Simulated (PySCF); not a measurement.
**GePNH6 (SMILES [NH2][GeH2][PH2]): levels of theory compared**

Wanted: a comparison of 6 runs (HF/STO-3G, HF/def2-TZVP, B3LYP/3-21G, B3LYP/6-31G*, PBE0/6-31G**, BP86/cc-pVTZ) of GePNH6. The job is set up through a Python script.

The results are computed with PySCF 2.14.0.

## Step 1: The structure to begin with

GePNH6 has 9 atoms, charge 0, and is taken as a singlet. As SMILES, `[NH2][GeH2][PH2]`. The shape comes from GFN2-xTB, which is rough for such elements, and wasn't checked as a minimum. This is one conformer, not always the lowest.

Bond lengths: N1–Ge2 1.816 Å, Ge2–P3 2.295 Å, N1–H4 1.009 Å, N1–H5 1.010 Å, Ge2–H6 1.509 Å, Ge2–H7 1.533 Å, P3–H8 1.390 Å, P3–H9 1.388 Å. Some angles: N1–Ge2–P3 106.2°, N1–Ge2–H6 104.2°, N1–Ge2–H7 112.6°, P3–Ge2–H6 113.1°, P3–Ge2–H7 115.4°, Ge2–N1–H4 117.5°, Ge2–N1–H5 117.3°, Ge2–P3–H8 92.9°, Ge2–P3–H9 93.3°, H6–Ge2–H7 105.0°.

## Step 2: Energy and gradient at HF/STO-3G (run 1)

Contents of input.py:

```python
# [NH2][GeH2][PH2]
import pyscf.grad
from pyscf import gto, scf

mol = gto.M(
    atom='''
N     -2.068626     1.317101    -1.932528
Ge     0.548550     1.006222     0.264033
P     -0.209741    -2.600206     2.549807
H     -1.985970     2.733810    -3.207016
H     -2.653818    -0.264070    -2.825915
H      0.419633     3.376903     1.843314
H      3.126344     1.121042    -1.053428
H      0.688862    -4.161385     0.637537
H      2.134748    -2.529417     3.724178
''',
    max_memory=1860,
    basis='sto-3g',
    verbose=4,
    spin=0,
    charge=0,
    unit='bohr',
)

hf = scf.RHF(mol)
hf.conv_tol = 1e-10
hf.kernel()
if not hf.converged:
    hf = hf.newton().run(hf.mo_coeff, hf.mo_occ)

e_tot = hf.e_tot
print(f'total energy: {e_tot:.8f} hartree')
grad = hf.Gradients().kernel()
dip = hf.dip_moment()
pop, q = hf.mulliken_pop()
```

Run with:

```console
$ OMP_NUM_THREADS=1 python input.py
```

Output:

```text
PySCF version 2.14.0

[... 61 lines left out ...]
converged SCF energy = -2445.92321361466
total energy: -2445.92321361 hartree
[... 11 lines left out ...]
Dipole moment(X, Y, Z, Debye):  1.35278, -0.62541, -0.75853
[... 9 lines left out ...]
pop of  1 Ge 4s           1.21651
pop of  1 Ge 2px          1.99955
pop of  1 Ge 2py          1.99958
pop of  1 Ge 2pz          1.99958
pop of  1 Ge 3px          1.97994
pop of  1 Ge 3py          1.98097
pop of  1 Ge 3pz          1.98078
pop of  1 Ge 4px          0.72176
pop of  1 Ge 4py          0.85464
pop of  1 Ge 4pz          0.76303
pop of  1 Ge 3dxy         1.99855
pop of  1 Ge 3dyz         1.98311
pop of  1 Ge 3dz^2        1.99881
pop of  1 Ge 3dxz         1.97565
pop of  1 Ge 3dx2-y2      1.97821
pop of  2 P 1s            1.99982
pop of  2 P 2s            1.99400
pop of  2 P 3s            1.73605
pop of  2 P 2px           1.97977
pop of  2 P 2py           1.97440
pop of  2 P 2pz           1.97520
pop of  2 P 3px           1.20320
pop of  2 P 3py           0.92816
pop of  2 P 3pz           0.96341
pop of  3 H 1s            0.85663
pop of  4 H 1s            0.86126
pop of  5 H 1s            1.14035
pop of  6 H 1s            1.14564
pop of  7 H 1s            1.11635
pop of  8 H 1s            1.11430
 ** Mulliken atomic charges  **
charge of    0N =     -0.58447
charge of    1Ge =      0.57301
charge of    2P =      0.24599
charge of    3H =      0.14337
charge of    4H =      0.13874
charge of    5H =     -0.14035
charge of    6H =     -0.14564
charge of    7H =     -0.11635
charge of    8H =     -0.11430
```

Wall time 2.5 s (1 thread of Intel Xeon at 2.70GHz, shared host); peak memory 0.12 GiB.

## Step 3: Energy and forces at HF/def2-TZVP (run 2)

Contents of input.py:

```python
import pyscf.grad
from pyscf import gto, scf

system = gto.M(
    atom='''
N   -1.094670   0.696980  -1.022650
Ge   0.290280   0.532470   0.139720
P   -0.110990  -1.375970   1.349300
H   -1.050930   1.446670  -1.697080
H   -1.404340  -0.139740  -1.495410
H    0.222060   1.786980   0.975440
H    1.654390   0.593230  -0.557450
H    0.364530  -2.202110   0.337370
H    1.129660  -1.338510   1.970750
''',
    basis='def2-tzvp',
    max_memory=1860,
    verbose=4,
    charge=0,
)

calc0 = scf.RHF(system)
calc0.conv_tol = 1e-10
calc0.kernel()
if not calc0.converged:
    calc0 = calc0.newton().run(calc0.mo_coeff, calc0.mo_occ)

energy = calc0.e_tot
print(f'total energy: {energy:.8f} hartree')
grad = calc0.Gradients().kernel()
dip = calc0.dip_moment()
pop, q = calc0.mulliken_pop()
```

Run with:

```console
$ OMP_NUM_THREADS=1 python input.py
```

Output:

```text
PySCF version 2.14.0

[... 65 lines left out ...]
converged SCF energy = -2474.09041093238
total energy: -2474.09041093 hartree
[... 11 lines left out ...]
Dipole moment(X, Y, Z, Debye):  0.93492, -0.28490, -1.24800
[... 123 lines left out ...]
pop of  4 H 1s            0.26034
pop of  4 H 2s            0.40958
pop of  4 H 3s            0.05159
pop of  4 H 2px           0.01301
pop of  4 H 2py           0.01501
pop of  4 H 2pz           0.01143
pop of  5 H 1s            0.23683
pop of  5 H 2s            0.57757
pop of  5 H 3s            0.21245
pop of  5 H 2px           0.00084
pop of  5 H 2py           0.00523
pop of  5 H 2pz           0.00253
pop of  6 H 1s            0.23327
pop of  6 H 2s            0.57600
pop of  6 H 3s            0.23446
pop of  6 H 2px           0.00547
pop of  6 H 2py           0.00091
pop of  6 H 2pz           0.00203
pop of  7 H 1s            0.24316
pop of  7 H 2s            0.52638
pop of  7 H 3s            0.15714
pop of  7 H 2px           0.00391
pop of  7 H 2py           0.00586
pop of  7 H 2pz           0.00676
pop of  8 H 1s            0.24326
pop of  8 H 2s            0.52584
pop of  8 H 3s            0.15520
pop of  8 H 2px           0.00997
pop of  8 H 2py           0.00232
pop of  8 H 2pz           0.00434
 ** Mulliken atomic charges  **
charge of    0N =     -0.75003
charge of    1Ge =      0.49622
charge of    2P =     -0.25559
charge of    3H =      0.24207
charge of    4H =      0.23905
charge of    5H =     -0.03545
charge of    6H =     -0.05214
charge of    7H =      0.05679
charge of    8H =      0.05908
```

Wall time 46 s (1 thread of Intel Xeon at 2.70GHz, shared host); peak memory 0.63 GiB.

Runs 3 to 5 aren't shown in full; the table further down has their settings and results.

## Step 4: Energy and gradient at BP86/cc-pVTZ (run 6)

Contents of input.py:

```python
# [NH2][GeH2][PH2]
import pyscf.grad
from pyscf import gto, dft

mol = gto.M(
    atom='''
N   -1.094670   0.696980  -1.022650
Ge   0.290280   0.532470   0.139720
P   -0.110990  -1.375970   1.349300
H   -1.050930   1.446670  -1.697080
H   -1.404340  -0.139740  -1.495410
H    0.222060   1.786980   0.975440
H    1.654390   0.593230  -0.557450
H    0.364530  -2.202110   0.337370
H    1.129660  -1.338510   1.970750
''',
    charge=0,
    verbose=3,
    basis='cc-pvtz',
    max_memory=1860,
)

ks = dft.RKS(mol, xc='bp86')
ks.grids.level = 5
ks.conv_tol = 1e-10
ks.kernel()
if not ks.converged:
    ks = ks.newton().run(ks.mo_coeff, ks.mo_occ)

etot = ks.e_tot
print('E = %.10f Eh' % etot)
grad = ks.Gradients().kernel()
ks.analyze()
```

Run with:

```console
$ OMP_NUM_THREADS=1 python input.py
```

Output:

```text
converged SCF energy = -2477.10320239829
[... 24 lines left out ...]
MO #15  energy= -4.18996457871064  occ= 2
[... 15 lines left out ...]
MO #31  energy= -0.0272153263559716 occ= 0
[... 15 lines left out ...]
MO #47  energy= 0.238693246697848  occ= 0
[... 15 lines left out ...]
MO #63  energy= 0.568793617136858  occ= 0
[... 15 lines left out ...]
MO #79  energy= 1.00044321871738   occ= 0
[... 15 lines left out ...]
MO #95  energy= 1.32894802128102   occ= 0
[... 15 lines left out ...]
MO #111 energy= 1.75795252046003   occ= 0
[... 15 lines left out ...]
MO #127 energy= 3.00267688824023   occ= 0
[... 15 lines left out ...]
MO #143 energy= 3.4781447907938    occ= 0
[... 15 lines left out ...]
MO #159 energy= 3.88495999238174   occ= 0
[... 15 lines left out ...]
MO #175 energy= 4.51670632855134   occ= 0
[... 15 lines left out ...]
MO #191 energy= 11.6877244065631   occ= 0
[... 10 lines left out ...]
Dipole moment(X, Y, Z, Debye):  0.62985, -0.24769, -1.21639
```

It took 2.7 min on 1 thread of Intel Xeon at 2.70GHz, shared host; peak memory 2.9 GiB.

## Step 5: Overview of the runs

| run | level | integration grid | energy (Eh) | dipole moment (D) | HOMO energy (eV) | LUMO energy (eV) | wall time |
| --- | --- | --- | --- | --- | --- | --- | --- |
| 1 | HF/STO-3G | – | -2445.923214 | 1.67 | -7.53 | 10.12 | 2.5 s |
| 2 | HF/def2-TZVP | – | -2474.090411 | 1.59 | -10.06 | 3.09 | 46 s |
| 3 | B3LYP/3-21G | 5 | -2464.651762 | 2.36 | -6.23 | 0.42 | 23 s |
| 4 | B3LYP/6-31G* (spherical functions) | 5 | -2476.465668 | 1.77 | -6.56 | 0.19 | 35 s |
| 5 | PBE0/6-31G** (spherical functions) | 5 | -2475.955496 | 1.84 | -6.87 | 0.39 | 44 s |
| 6 | BP86/cc-pVTZ | 5 | -2477.103202 | 1.39 | -5.81 | -0.74 | 2.7 min |

## Step 6: Summary of results

| quantity | value |
| --- | --- |
| run 6: total energy | -2477.10320 Eh |
| run 6: dipole moment | 1.39 D |
| run 6: HOMO energy | -5.81 eV |
| run 6: LUMO energy | -0.74 eV |
| run 6: HOMO–LUMO gap | 5.07 eV |
| run 6: largest force on an atom | 1.343 eV/Å |

The dipole moment (its size) runs from 1.39 D (BP86/cc-pVTZ) to 2.36 D (B3LYP/3-21G). The two ends differ in method and basis. The HOMO–LUMO gap runs from 5.07 eV (BP86/cc-pVTZ) to 17.65 eV (HF/STO-3G). Totals of different functionals can't be ranked against each other. In run 1 the basis is minimal, so the values are rough. All runs together took 5.2 min, the longest 2.7 min.
